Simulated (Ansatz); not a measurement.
# SnH₄: ionisation energy by level of theory

How much energy removes an electron from SnH₄ at fixed geometry? The cation is run at each level and the neutral's energy taken from earlier runs.

The runs use Ansatz 0.2.0, Gaussian basis; unrestricted cation, the program's frozen cores in correlated methods.

Plan: UKS PBE-D4/def2-TZVPP; UKS r2SCAN-D4/def2-TZVPP; UKS PBE0-D4/def2-TZVPP; UKS B3LYP-D4/def2-TZVPP; UKS wB97X-V/def2-TZVPP; UKS wB97M-V/def2-TZVPP; UKS B2PLYP/def2-TZVPP; UHF-CCSD(T)/def2-TZVPP; UHF-CCSD(T)/def2-QZVPP; extrapolation to the limit; then −ε(HOMO) from the neutral's earlier runs with LDA (SPW92), PBE-D4, revPBE-D4, BLYP-D4, r2SCAN-D4, B97M-V, PBE0-D4, B3LYP-D4, r2SCANh-D4, r2SCAN0-D4, HSE06-D4, BHLYP-D4, CAM-B3LYP-D4, LC-ωPBE, ωB97X-V, ωB97M-V.

**1. The relaxed structure**

All runs share one geometry, relaxed beforehand with PBE0-D4 in a triple-zeta def2 set. Sn takes the def2 core potential; no spin-orbit term is included.

5 atoms, charge 0, spin multiplicity 1.

Atoms are counted from 1 here; the program's logs count them from 0.

Bond lengths: Sn1–H2 1.704 Å, Sn1–H3 1.704 Å, Sn1–H4 1.704 Å, Sn1–H5 1.704 Å. Angles: H2–Sn1–H3 109.5°, H2–Sn1–H4 109.5°, H2–Sn1–H5 109.5°, H3–Sn1–H4 109.5°, H3–Sn1–H5 109.5°, H4–Sn1–H5 109.5°.

**2. Cation, UKS PBE-D4/def2-TZVPP**

File in.yaml:

```yaml
crystal:
  periodic: [false, false, false]
  atoms:
    - {symbol: Sn, position_ang: [0.009952, -0.014706, -0.008292]}
    - {symbol: H, position_ang: [0.833695, -0.868228, 1.214780]}
    - {symbol: H, position_ang: [-1.553587, 0.388852, 0.535262]}
    - {symbol: H, position_ang: [-0.106833, -0.989356, -1.400909]}
    - {symbol: H, position_ang: [0.866574, 1.409838, -0.382240]}
basis:
  gaussian: {orbitals: def2-TZVPP}
total_charge: 1
magnetization: {spin_polarized: true, initial_magnetization: 1}
hamiltonian: {xc: pbe, dispersion: d4}
```

The run is started by

```console
> ansatz run in.yaml --threads 2 --pin off --events-out ev --progress --plain --max-ram 20480MiB --backend cpu
```

After this run come: Cation, UKS r2SCAN-D4/def2-TZVPP; Cation, UKS PBE0-D4/def2-TZVPP; Cation, UKS B3LYP-D4/def2-TZVPP; Cation, UKS wB97X-V/def2-TZVPP; Cation, UKS wB97M-V/def2-TZVPP; Cation, UKS B2PLYP (frozen core)/def2-TZVPP; Cation, UHF-CCSD(T)/def2-TZVPP; Cation, UHF-CCSD(T)/def2-QZVPP.

**Question.** What will the summary of the whole plan be? Wanted: ionisation energy, CCSD(T)/CBS; nearest functional by difference; nearest −ε(HOMO); −ε(HOMO) of PBE; T1 of the cation.

The runs gave:

```
                        quantity               value
  ionisation energy, CCSD(T)/CBS            11.80 eV
nearest functional by difference  ωB97X-V (-0.03 eV)
                nearest −ε(HOMO)  LC-ωPBE (+0.13 eV)
                 −ε(HOMO) of PBE             7.93 eV
                T1 of the cation               0.020
```

What this shows: By cation minus neutral, the functionals miss by 0.58 eV at most. −ε(HOMO) of PBE misses by 3.9 eV, since self-interaction lifts the level. Among orbital estimates LC-ωPBE comes nearest. Hartree-Fock falls 0.88 eV short, as the neutral has more correlation energy than the cation. Correlated methods include outer-core shells of Sn, which these sets cover unevenly. In point group Td the highest level is often degenerate; the cation then breaks the symmetry, and the runs may pick different components. With outer-core shells in play the reference is unsure by up to some tenths of an eV, so close misses can't be ranked.
